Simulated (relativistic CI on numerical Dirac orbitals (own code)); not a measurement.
# Co IX (Co⁸⁺): levels and lines, part 2 of 2

Aim: the low levels of Co⁸⁺, their labels and the strongest lines; runs with one setting changed show what the result hangs on.

Calculated with an in-house relativistic CI code, version 4; Dirac-Coulomb-Breit CI, KLI orbitals optimised for each configuration. Earlier steps stand in the parts before.

## 3. Correlation estimate p86

Settings, as recorded:

```ini
atom Co  Z=27  charge=8  electrons=19
nucleus A=59  rms_radius_fm=3.7875
hamiltonian dirac-coulomb  breit=on  qed=on  c_scale=1
orbitals kli  potential=per-configuration
slater_scale 1
correlation p86
mixing on
configurations
  [Ar] 3d
  [Ne] 3s2 3p5 3d2
  [Ne] 3s 3p6 3d2
  [Ar] 4s
  [Ar] 4p
  [Ar] 4d
  [Ar] 4f
  [Ar] 5s
  [Ar] 5p
  [Ne] 3s2 3p5 3d 4s
  [Ar] 5d
  [Ne] 3s2 3p5 3d 4p
  [Ar] 5f
  [Ar] 5g
  [Ar] 6s
  [Ar] 6p
  [Ar] 6d
  [Ar] 7s
  [Ne] 3s2 3p5 3d 4d
  [Ar] 7p
  [Ne] 3s 3p6 3d 4s
  [Ne] 3s 3p6 4s2
  [Ne] 3s2 3p5 3d 4f
  [Ne] 3s 3p6 3d 4p
  [Ne] 3p6 3d3
  [Ne] 3p5 3d4
end
```

From the record:

```text
{
  "status": "converged",
  "levels [i, E_cm, J2, conf, term, w_term, w_jj]": [
    [0, 0, 3, "3s2 3p6 3d", "2D", 0.9967, 0.9967],
    [1, 2376.2085, 5, "3s2 3p6 3d", "2D", 0.9966, 0.9966],
    [2, 420022.15, 1, "3s2 3p5 3d2", "4D*", 0.9964, 0.5495],
    [3, 421153.84, 3, "3s2 3p5 3d2", "4D*", 0.9869, 0.4022],
    [4, 423047.35, 5, "3s2 3p5 3d2", "4D*", 0.9752, 0.6141],
    [5, 425804.5, 7, "3s2 3p5 3d2", "4D*", 0.9746, 0.3704],
    [6, 444735.92, 11, "3s2 3p5 3d2", "4G*", 0.9987, 0.7799],
    [7, 446647.89, 9, "3s2 3p5 3d2", "4G*", 0.9234, 0.8522],
    [8, 449124.61, 7, "3s2 3p5 3d2", "4G*", 0.8687, 0.4166],
    [9, 450365.44, 5, "3s2 3p5 3d2", "4P*", 0.9677, 0.5139],
    [10, 451832.09, 5, "3s2 3p5 3d2", "4G*", 0.7927, 0.3743],
    [11, 454157.75, 3, "3s2 3p5 3d2", "4P*", 0.9711, 0.3374],
    "... 378 more rows left out ..."
  ],
  "n_levels_all": 615,
  "total_energy [Ha]": -1371.3760806,
  "configurations [conf, odd, states, E_av_cm, breit_Ha, qed_Ha, corr_Ha]": [
    ["3s2 3p6 3d", 0, 10, 5890.77, 0.5333, 0.3571, -1.008],
    ["3s2 3p5 3d2", 1, 270, 500969, 0.5296, 0.3571, -1.004],
    ["3s 3p6 3d2", 0, 90, 874756, 0.5302, 0.3543, -0.9997],
    ["3s2 3p6 4s", 0, 2, 549305, 0.5345, 0.3581, -0.9714],
    ["3s2 3p6 4p", 1, 6, 653586, 0.5346, 0.3574, -0.9695],
    ["3s2 3p6 4d", 0, 10, 811893, 0.5336, 0.3573, -0.9679],
    ["3s2 3p6 4f", 1, 14, 935207, 0.5335, 0.3574, -0.9522],
    ["3s2 3p6 5s", 0, 2, 968899, 0.534, 0.3577, -0.9694],
    ["3s2 3p6 5p", 1, 6, 1.01466e+06, 0.5341, 0.3574, -0.9681],
    ["3s2 3p5 3d 4s", 1, 120, 1.03334e+06, 0.5306, 0.358, -0.9678],
    ["3s2 3p6 5d", 0, 10, 1.08473e+06, 0.5336, 0.3574, -0.9665],
    ["3s2 3p5 3d 4p", 0, 360, 1.13803e+06, 0.5307, 0.3573, -0.9658],
    ["3s2 3p6 5f", 1, 14, 1.1412e+06, 0.5336, 0.3574, -0.9527],
    ["3s2 3p6 5g", 0, 18, 1.15241e+06, 0.5336, 0.3574, -0.9533],
    "... 12 more rows left out ..."
  ],
  "ionisation_energy [eV]": 186.464
}
```

Run time: 1.5 s. Hardware: 1 thread of Arm Neoverse V1, shared host.

Shifts of the excitation energies against the main run, counted from its lowest level (cm⁻¹):

```
          level  main run   shift
       3d 2D5/2    2376.1    +0.1
 3p5 3d2 4D°1/2    419133  +888.7
 3p5 3d2 4D°3/2    420265  +888.7
 3p5 3d2 4D°5/2    422159  +888.7
 3p5 3d2 4D°7/2    424916  +888.7
3p5 3d2 4G°11/2    443849  +886.6
 3p5 3d2 4G°9/2    445761  +886.6
 3p5 3d2 4G°7/2    448238  +886.7
 3p5 3d2 4P°5/2    449479  +886.9
 3p5 3d2 4G°5/2    450945  +886.9
 3p5 3d2 4P°3/2    453271  +887.0
 3p5 3d2 4P°1/2    456165  +887.1
```

## 4. One common potential

Settings: those of step 3 with these lines changed.

```diff
@@ -3,5 +3,5 @@
 hamiltonian dirac-coulomb  breit=on  qed=on  c_scale=1
-orbitals kli  potential=per-configuration
+orbitals kli  potential=mean
 slater_scale 1
-correlation p86
+correlation none
 mixing on
```

From the record:

```text
{
  "status": "converged",
  "levels [i, E_cm, J2, conf, term, w_term, w_jj]": [
    [0, 0, 3, "3s2 3p6 3d", "2D", 0.9965, 0.9965],
    [1, 2377.3318, 5, "3s2 3p6 3d", "2D", 0.9965, 0.9965],
    [2, 419123.28, 1, "3s2 3p5 3d2", "4D*", 0.9964, 0.5495],
    [3, 420255.46, 3, "3s2 3p5 3d2", "4D*", 0.9869, 0.4023],
    [4, 422149.71, 5, "3s2 3p5 3d2", "4D*", 0.9752, 0.614],
    [5, 424907.63, 7, "3s2 3p5 3d2", "4D*", 0.9746, 0.3704],
    [6, 443869.97, 11, "3s2 3p5 3d2", "4G*", 0.9987, 0.7799],
    [7, 445780.86, 9, "3s2 3p5 3d2", "4G*", 0.9233, 0.8522],
    [8, 448256.58, 7, "3s2 3p5 3d2", "4G*", 0.8685, 0.4166],
    [9, 449479.16, 5, "3s2 3p5 3d2", "4P*", 0.9679, 0.5145],
    [10, 450961.91, 5, "3s2 3p5 3d2", "4G*", 0.7924, 0.3751],
    [11, 453270.85, 3, "3s2 3p5 3d2", "4P*", 0.9711, 0.3374],
    [12, 456164.68, 1, "3s2 3p5 3d2", "4P*", 0.9792, 0.4489],
    [13, 461121.07, 3, "3s2 3p5 3d2", "4F*", 0.7138, 0.5351],
    [14, 462875.37, 5, "3s2 3p5 3d2", "4F*", 0.4408, 0.2868],
    [15, 463390.02, 9, "3s2 3p5 3d2", "4F*", 0.9032, 0.646],
    "... 378 more rows left out ..."
  ],
  "n_levels_all": 615,
  "total_energy [Ha]": -1370.3683314,
  "configurations [conf, odd, states, E_av_cm, breit_Ha, qed_Ha, corr_Ha]": [
    ["3s2 3p6 3d", 0, 10, 6076.64, 0.5335, 0.3572, "-"],
    ["3s2 3p5 3d2", 1, 270, 500102, 0.5294, 0.3571, "-"],
    ["3s 3p6 3d2", 0, 90, 872964, 0.5302, 0.3543, "-"],
    ["3s2 3p6 4s", 0, 2, 547792, 0.5327, 0.3579, "-"],
    ["3s2 3p6 4p", 1, 6, 652071, 0.5329, 0.3572, "-"],
    ["3s2 3p6 4d", 0, 10, 810838, 0.5318, 0.3571, "-"],
    ["3s2 3p6 4f", 1, 14, 932454, 0.5313, 0.3571, "-"],
    ["3s2 3p6 5s", 0, 2, 969755, 0.5318, 0.3575, "-"],
    ["3s2 3p6 5p", 1, 6, 1.01527e+06, 0.5319, 0.3572, "-"],
    ["3s2 3p5 3d 4s", 1, 120, 1.03118e+06, 0.5286, 0.3578, "-"],
    ["3s2 3p6 5d", 0, 10, 1.08491e+06, 0.5315, 0.3571, "-"],
    ["3s2 3p5 3d 4p", 0, 360, 1.13589e+06, 0.5288, 0.3571, "-"],
    ["3s2 3p6 5f", 1, 14, 1.13871e+06, 0.5313, 0.3571, "-"],
    ["3s2 3p6 5g", 0, 18, 1.15161e+06, 0.5312, 0.3571, "-"],
    "... 12 more rows left out ..."
  ]
}
```

Wall time 0.9 s (1 thread of Arm Neoverse V1, shared host).

Shifts of the excitation energies against the main run, counted from its lowest level (cm⁻¹):

```
          level  main run  shift
       3d 2D5/2    2376.1   +1.3
 3p5 3d2 4D°1/2    419133  -10.1
 3p5 3d2 4D°3/2    420265   -9.7
 3p5 3d2 4D°5/2    422159   -8.9
 3p5 3d2 4D°7/2    424916   -8.2
3p5 3d2 4G°11/2    443849  +20.7
 3p5 3d2 4G°9/2    445761  +19.6
 3p5 3d2 4G°7/2    448238  +18.6
 3p5 3d2 4P°5/2    449479   +0.7
 3p5 3d2 4G°5/2    450945  +16.7
 3p5 3d2 4P°3/2    453271   +0.1
 3p5 3d2 4P°1/2    456165   +0.1
```

## 5. Non-relativistic limit (c × 1000)

Settings: those of step 4 with these lines changed.

```diff
@@ -2,4 +2,4 @@
 nucleus A=59  rms_radius_fm=3.7875
-hamiltonian dirac-coulomb  breit=on  qed=on  c_scale=1
-orbitals kli  potential=mean
+hamiltonian dirac-coulomb  breit=off  qed=off  c_scale=1000
+orbitals kli  potential=per-configuration
 slater_scale 1
```

From the record:

```text
{
  "status": "converged",
  "levels [i, E_cm, J2, conf, term, w_term, w_jj]": [
    [0, 0, 3, "3s2 3p6 3d", "2D", 0.9965, 0.9965],
    [1, 0.0026094905, 5, "3s2 3p6 3d", "2D", 0.9965, 0.9965],
    [2, 413871.9, 1, "3s2 3p5 3d2", "4D*", 0.999, 0.4852],
    [3, 413871.9, 3, "3s2 3p5 3d2", "4D*", 0.999, 0.3999],
    [4, 413871.9, 5, "3s2 3p5 3d2", "4D*", 0.999, 0.4986],
    [5, 413871.9, 7, "3s2 3p5 3d2", "4D*", 0.999, 0.3326],
    [6, 438586.09, 11, "3s2 3p5 3d2", "4G*", 0.9992, 0.7994],
    [7, 438586.09, 9, "3s2 3p5 3d2", "4G*", 0.9992, 0.6884],
    [8, 438586.09, 7, "3s2 3p5 3d2", "4G*", 0.9992, 0.5393],
    [9, 438586.1, 5, "3s2 3p5 3d2", "4G*", 0.9992, 0.4796],
    [10, 442811.12, 5, "3s2 3p5 3d2", "4P*", 0.9992, 0.5435],
    [11, 442811.12, 3, "3s2 3p5 3d2", "4P*", 0.9992, 0.2638],
    "... 388 more rows left out ..."
  ],
  "n_levels_all": 615,
  "total_energy [Ha]": -1360.4702295,
  "configurations [conf, odd, states, E_av_cm, breit_Ha, qed_Ha, corr_Ha]": [
    ["3s2 3p6 3d", 0, 10, 4546.81, 0, 0, "-"],
    ["3s2 3p5 3d2", 1, 270, 490211, 0, 0, "-"],
    ["3s 3p6 3d2", 0, 90, 844803, 0, 0, "-"],
    ["3s2 3p6 4s", 0, 2, 550749, 0, 0, "-"],
    ["3s2 3p6 4p", 1, 6, 650101, 0, 0, "-"],
    ["3s2 3p6 4d", 0, 10, 805896, 0, 0, "-"],
    ["3s2 3p6 4f", 1, 14, 926220, 0, 0, "-"],
    ["3s2 3p6 5s", 0, 2, 966475, 0, 0, "-"],
    ["3s2 3p6 5p", 1, 6, 1.01009e+06, 0, 0, "-"],
    ["3s2 3p5 3d 4s", 1, 120, 1.02508e+06, 0, 0, "-"],
    ["3s2 3p6 5d", 0, 10, 1.07883e+06, 0, 0, "-"],
    ["3s2 3p5 3d 4p", 0, 360, 1.1248e+06, 0, 0, "-"],
    ["3s2 3p6 5f", 1, 14, 1.13243e+06, 0, 0, "-"],
    ["3s2 3p6 5g", 0, 18, 1.14392e+06, 0, 0, "-"],
    "... 12 more rows left out ..."
  ]
}
```

It took 0.81 s on 1 thread of Arm Neoverse V1, shared host.

Shifts of the excitation energies against the main run, counted from its lowest level (cm⁻¹): (levels that can't be paired are left out)

```
          level  main run     shift
       3d 2D5/2    2376.1   -2376.1
 3p5 3d2 4D°1/2    419133   -5261.5
 3p5 3d2 4D°3/2    420265   -6393.2
 3p5 3d2 4D°5/2    422159   -8286.7
 3p5 3d2 4D°7/2    424916  -11043.9
3p5 3d2 4G°11/2    443849   -5263.2
 3p5 3d2 4G°9/2    445761   -7175.2
 3p5 3d2 4G°7/2    448238   -9651.9
 3p5 3d2 4P°3/2    453271  -10459.6
 3p5 3d2 4P°1/2    456165  -13353.4
```

## 6. What each setting moved

What follows sums up all 2 parts.

| run | time | mean size of shift, levels followed (cm⁻¹) | lowest level | ionisation energy (eV) |
| --- | --- | --- | --- | --- |
| main run | 1.5 s | 0 | 3d 2D3/2 | 184.98 |
| correlation estimate p86 | 1.5 s | 814 | 3d 2D3/2 | 186.46 |
| one common potential | 0.9 s | 9.6 | 3d 2D3/2 | - |
| non-relativistic limit (c × 1000) | 0.81 s | 7926 | 3d 2D3/2 | - |

The measured ionisation energy (NIST) is 186.14 eV.

## 7. What came out

| quantity | value |
| --- | --- |
| lowest level | 3d 2D3/2 |
| first excitation | 3d 2D5/2, 2376.1 cm⁻¹ |
| lowest level of the other parity | 3p5 3d2 4D°1/2, 419133 cm⁻¹ |
| levels in the model | 615 |
| fastest E1 line (by rate) to the lowest level among the lowest 396 of 615 levels | 14.74 nm, from 3p5 3d2 2D°3/2 (iii) |
| ionisation energy | 184.98 eV |
| ionisation energy, measured (NIST) | 186.14 eV |

In words: The lowest level is 3d 2D3/2, 100 % pure in LS and 100 % in jj coupling; over the low levels the means are 91 and 56 %, so LS coupling describes them better. Against the measured ionisation energy the result lies 0.62 % low. The largest mover is «non-relativistic limit (c × 1000)» (7926 cm⁻¹ on average). Lifetimes count radiative decay inside the model alone.
